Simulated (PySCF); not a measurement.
# C5H4BN2O: the cost of one run

Computed with PySCF 2.14.0 and routines of our own; the level stands in each step. Atoms count from 0.

## 1. The system as given

13 atoms, charge -1, multiplicity 1; geometry from: GFN2-xTB.

## 2. Geometry optimisation at PBE0-D3(BJ)/def2-SVP

The job: settings as JSON, then the geometry in Å.

```
{"job": {"xc": "PBE0", "basis": "def2-SVP", "d3": "d3bj", "grid": 2, "kind": "geom"}, "charge": -1, "multiplicity": 1}
C      3.630578     0.509805    -0.477883
N      2.476075     0.379688    -0.324522
B      1.075561     0.149420    -0.141001
C      0.497070    -1.228163    -0.076041
C     -0.862821    -1.382520     0.102000
C     -1.672236    -0.257554     0.217510
C     -1.136234     1.012704     0.156349
N      0.173374     1.266829    -0.013849
O      0.543581     2.517801    -0.053480
H      1.101872    -2.127581    -0.163818
H     -1.320018    -2.368245     0.154187
H     -2.741907    -0.361662     0.357505
H     -1.769285     1.889965     0.245314
```

On the command line:

```
OMP_NUM_THREADS=1 python excited_run.py task.json out
```

This one command runs all jobs of the session in turn.

Q: Estimate the wall time and peak memory of this first job on 1 thread of Arm Neoverse V1, shared host.

About 51 s, with a peak of 0.72 GiB.
